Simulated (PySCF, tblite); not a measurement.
**CH9BO3Si2: geometry, infrared bands and NMR shifts**

What infrared bands and NMR shifts should CH9BO3Si2 (`CO[SiH2]OBO[SiH3]`) show?

The runs use tblite 0.8.0 and PySCF 2.14.0, with density-fitted response routines of our own; the level of theory stands in each step. All values are computed, except where a source is named. Atoms are numbered from 0 throughout.

### Step 1. The starting structure

16 atoms, charge 0, multiplicity 1; geometry from: force field or distance geometry start.

Bonds of the start (Å): C0–O1 1.38, O1–Si2 1.72, Si2–O3 1.70, O3–B4 1.46, B4–O5 1.46, O5–Si6 1.73, C0–H7 1.11, C0–H8 1.11, C0–H9 1.12, Si2–H10 1.47, Si2–H11 1.48, B4–H12 1.19, Si6–H13 1.48, Si6–H14 1.48, Si6–H15 1.46.

### Step 2. Relaxing the molecule with GFN2-xTB

The job: settings as JSON, then the geometry in Å.

```
{"job": {"kind": "relax", "xc": "GFN2-xTB", "basis": "xTB"}, "charge": 0, "multiplicity": 1}
C     -3.414000     0.190200     0.025300
O     -2.353300    -0.628400     0.353200
Si    -1.005900    -0.187200    -0.625700
O     -0.163100     1.169900    -0.031500
B      1.260400     0.893200    -0.218000
O      1.814800    -0.358100     0.303700
Si     3.374100     0.087800     0.913100
H     -3.312500     1.123800     0.616400
H     -3.388700     0.364000    -1.071200
H     -4.393400    -0.308900     0.262000
H     -0.078400    -1.328600    -0.608900
H     -1.511100     0.074600    -1.988400
H      1.867800     1.353700    -1.129400
H      4.071500     0.770200    -0.197000
H      3.114500     1.119900     1.938200
H      4.109900    -1.059700     1.446800
```

Run with:

```bash
$ OMP_NUM_THREADS=1 python probes_run.py task.json out
```

This one command runs all jobs of the session in turn.

**Question.** This job is followed by: GFN2-xTB harmonic vibrations, gas phase; GIAO PBE0/pcSseg-1 NMR shielding, non-relativistic, gas phase. Predict these results of the whole session: strongest single infrared mode (GFN2-xTB); zero-point energy (GFN2-xTB); 13C shifts against TMS (PBE0/pcSseg-1); 1H shifts against TMS (PBE0/pcSseg-1, means over atoms taken as alike); 17O shifts against H2O (PBE0/pcSseg-1); 29Si shifts against TMS (PBE0/pcSseg-1); 11B shifts against BF3·OEt2 (PBE0/pcSseg-1); surface potential, 1st and 99th percentile.

As calculated:

```
                                                              quantity                       value
                             strongest single infrared mode (GFN2-xTB)      1339 cm⁻¹, 1139 km/mol
                                          zero-point energy (GFN2-xTB)               64.9 kcal/mol
                                13C shifts against TMS (PBE0/pcSseg-1)                    52.4 ppm
1H shifts against TMS (PBE0/pcSseg-1, means over atoms taken as alike)  5.19, 5.03, 4.11, 4.00 ppm
                                17O shifts against H2O (PBE0/pcSseg-1)      155.0, 109.4, 32.6 ppm
                               29Si shifts against TMS (PBE0/pcSseg-1)            -46.8, -47.0 ppm
                           11B shifts against BF3·OEt2 (PBE0/pcSseg-1)                    18.4 ppm
                                 surface potential, 1st and 99th percentile          -1.10 V and 1.38 V
```

The optimisation took 153 steps and gained 2.440 eV; among the close pairs (by a distance rule), B4–O5 changed most, from 1.465 to 1.330 Å. The lowest mode is slightly imaginary (10i cm⁻¹), a soft motion within the noise of the Hessian, so the minimum is not strictly shown. The strongest single mode, at 1339 cm⁻¹, moves mainly B4. GFN2-xTB is a fitted tight-binding method: band positions and strengths are rough. Its intensities can rank the bands wrongly. At PBE0/pcSseg-1: Shielding is most anisotropic at O3 (span 198 ppm, paramagnetic term -219 ppm).
